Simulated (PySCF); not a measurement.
# A diatomic session: ZrBr

The task here is to estimate one member of a computed series from the others.

Method: Zr def2-TZVPPD with ECP28, Br def2-TZVPPD, scalar-relativistic core potentials; program: PySCF 2.14.0.

Set-up of the first run:

The job is set up so:

```yaml
atoms: Zr, Br
charge: 0
basis: Zr def2-TZVPPD with ECP28, Br def2-TZVPPD
Hamiltonian: scalar-relativistic core potentials
basis_functions: 113
electrons_treated: 47
masses_in_u: 89.9047, 78.9183
levels: PBE0, PBE, r²SCAN, PBEsol, M06, M06-L, TPSSh, r²SCAN0, ωB97M-V, HF, MP2, SCS-MP2
grid: 80 radial by 434 angular points
occupations: held fixed by the projection of orbital angular momentum
dissociation_limit: Zr + Br, each in its ground configuration
starting_distance_in_angstrom: 2.520
values_of_2S_to_try: 1, 3, 5
```

The run is started by

```console
$ OMP_NUM_THREADS=2 python dia.py task.json out
```

Steps of the session up to this table: Set-up; The PBE0 curve of the state that the search chose; Higher solutions at PBE0; PBE (GGA); r²SCAN (meta-GGA); PBEsol (GGA); M06; M06-L; TPSSh (hybrid meta-GGA); r²SCAN0; ωB97M-V; UHF.

One table of the session follows, with a row left open; its other results are not shown here.

Energy (eV) from each level's lowest point:

| R (Å) | UHF | UHF-MP2 | UHF-SCS-MP2 | PBE | PBEsol |
| --- | --- | --- | --- | --- | --- |
| 2.176 | 1.610 | 1.025 | 1.153 | 0.991 | 0.868 |
| 2.277 | 0.839 | 0.438 | 0.523 | 0.422 | 0.339 |
| 2.378 | 0.368 | 0.127 | 0.173 | 0.122 | 0.075 |
| 2.454 | 0.160 | 0.023 | 0.045 | 0.022 | 0.000 |
| 2.530 | 0.044 | 0.000 | 0.000 | 0.000 | 0.001 |
| 2.606 | 0.000 | 0.039 | 0.019 | 0.036 | 0.057 |
| 2.707 | 0.023 | 0.158 | 0.116 | 0.148 | 0.193 |
| 2.834 | ? | ? | ? | ? | ? |
| 2.985 | 0.366 | 0.697 | 0.608 | 0.650 | 0.749 |
| 3.188 | n/a | n/a | n/a | 1.072 | 1.199 |

Estimate the missing values for R (Å) = 2.834.

Worked estimate for «UHF». A straight line through the neighbours (2.707, 0.023) and (2.985, 0.366) gives 0.023 + (0.366 − 0.023) × (2.834 − 2.707) / (2.985 − 2.707) = 0.180; a parabola fitted to 3 rows on both sides gives 0.129.

**Answer.** UHF: 0.143; UHF-MP2: 0.378; UHF-SCS-MP2: 0.312; PBE: 0.353; PBEsol: 0.425. In «UHF» the line misses by +0.037 and the parabola by -0.014.

Caveats from the session: Lowest PBE0 solution found, without spin–orbit coupling: quartet, unpaired electrons σ ↑, π ↑, δ ↑. Spin–orbit coupling is left out. Warnings in the runs' records: inverted.
